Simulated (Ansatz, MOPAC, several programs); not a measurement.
Energy against volume for La2O3 built on the A-La2O3 prototype, at fixed shape and fractional coordinates, computed by several methods (PBE and r2SCAN, where shown, with plane waves in Ansatz); the cell shown is that of r2SCAN. With free coordinates or axes held, a curve is too stiff, and on another method's shape its minimum isn't the method's own volume. It is trigonal, P-3m1 (No. 164); conventional cell a = 3.935 Å, c = 6.126 Å, 16.43 Å³ an atom. La is surrounded by 7 O at 2.37–2.73 Å; O is surrounded by 6 La at 2.73 Å; O is surrounded by 4 La at 2.37–2.45 Å. Computed, not measured; no magnetism was allowed, and whether the structure is a known phase isn't checked. Energies count from each curve's lowest point; fits are third-order Birch-Murnaghan.

Space group P-3m1 (No. 164). a = 3.935 Å, b = 3.935 Å, c = 6.126 Å, α = 90.00°, β = 90.00°, γ = 120.00°

| atom | site | symmetry | x | y | z |
| --- | --- | --- | --- | --- | --- |
| La | 2d | 3m. | 0.3333 | 0.6667 | 0.2462 |
| O | 1a | -3m. | 0.0000 | 0.0000 | 0.0000 |
| O | 2d | 3m. | 0.3333 | 0.6667 | 0.6461 |

PM7 (MOPAC), on the shape of the cell shown, as a cluster of 90 atoms at the zone centre:
```tsv
V (Å³/atom)	E (meV/atom)
14.459	0.00
15.445	102.65
16.431	254.88
17.417	402.79
18.403	544.98
```
The lowest point is an end point, so the minimum isn't bracketed.

r2SCAN, on the shape of its own relaxed cell:

| V (Å³/atom) | E (meV/atom) |
| --- | --- |
| 15.445 | 28.71 |
| 15.938 | 6.82 |
| 16.431 | 0.00 |
| 16.924 | 6.02 |
| 17.417 | 23.03 |

V₀ = 16.43 Å³ an atom and B₀ = 139 GPa.

light PBE (260 eV, its own mesh), on the shape of the cell shown:
```tsv
V (Å³/atom)	E (meV/atom)
15.117	70.84
15.774	20.39
16.431	14.46
17.088	0.00
17.745	28.60
18.403	54.78
```
The points scatter about a smooth fit, as a low cutoff and a light mesh can make them, so no fit is quoted.

PBE, on the shape of its own relaxed cell:
```tsv
V (Å³/atom)	E (meV/atom)
15.644	26.86
16.144	6.36
16.643	0.00
17.142	5.75
17.642	21.72
```
V₀ = 16.64 Å³ an atom and B₀ = 129 GPa.
